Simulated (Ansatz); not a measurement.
# LaAl2Cu3: a single-point run

Wanted: a converged single-point run for LaAl2Cu3, and a check of what comes out. The structure is shown as the input types it.

Computed with Ansatz 0.2.0 (DFT PBEsol, scalar-relativistic, plane waves, PAW; settings changed, unless a step's input says otherwise).

1 further run of the same task is left out (set aside as unsound or not needed). Runs told in other sessions of the task aren't counted.

## Step 1: Starting point

The structure is orthorhombic, space group Cmmm (No. 65). Conventional cell: a = 5.346 Å, b = 8.884 Å, c = 4.164 Å, α = 90.00°, β = 90.00°, γ = 90.00°. Around Al (site symmetry 2/m) lie 6 Cu at 2.59 to 2.60 Å and 2 Al at 2.67 Å. Around Cu (site symmetry m2m) lie 5 Cu at 2.52 to 3.11 Å and 4 Al at 2.60 Å and 3 La at 3.02 to 3.03 Å. Cu (site symmetry mmm) has 4 Cu at 2.52 Å and 4 Al at 2.59 Å in its first shell of neighbours. Around La (site symmetry mmm) lie 10 Cu at 3.02 to 3.39 Å and 8 Al at 3.32 Å.

As a file:

```xyz
6
Lattice="2.6729 -4.4422 0.0000 2.6729 4.4422 0.0000 0.0000 0.0000 4.1638" Properties=species:S:1:pos:R:3 pbc="T T T"
Al    1.3364   -2.2211    2.0819
Al    1.3364    2.2211    2.0819
Cu    2.6729   -1.4265    0.0000
Cu    2.6729    1.4265    0.0000
Cu    2.6729    0.0000    2.0819
La    0.0000    0.0000    0.0000
```

## Step 2: Input and run

input.yaml reads:

```yaml
crystal:
  lattice:
    - [2.6728686223, -4.4422210831, 0.0]
    - [2.6728686223, 4.4422210831, 0.0]
    - [0.0, 0.0, 4.1638306794]
  atoms:
    - { symbol: Al, position: [0.5, 0.0, 0.5] }
    - { symbol: Al, position: [0.0, 0.5, 0.5] }
    - { symbol: Cu, position: [0.6605596048, 0.3394403952, 0.0] }
    - { symbol: Cu, position: [0.3394403952, 0.6605596048, 0.0] }
    - { symbol: Cu, position: [0.5, 0.5, 0.5] }
    - { symbol: La, position: [0.0, 0.0, 0.0] }
basis:
  ecutwfc: 420
kpoints:
  mp_grid: { grid: [8, 8, 8] }
hamiltonian:
  xc: pbesol
scf:
  occupations: { method: fermi_dirac, width: 0.3 }
  n_extra_bands: 0
  max_iter: 80
output:
  forces: true
  eigenvalues: true
  stress: true
```

Started as:

```bash
> ansatz run input.yaml --threads 8 --pin off --max-ram 14336MiB --backend cpu --events-out ev --progress --plain --runs-dir out
```

What happens when this is run?

The run ended at the input check. The line that matters: «inconsistent input (scf.n_extra_bands, scf.occupations.method): n_bands = 37 leaves no empty band above the 37 bands per channel that the deck's 74 electrons occupy ...»

The suspect setting: scf.n_extra_bands is 0. Too few bands are solved: occupations with a smearing or a moment need empty bands above the filled ones.

What to do: add empty bands.
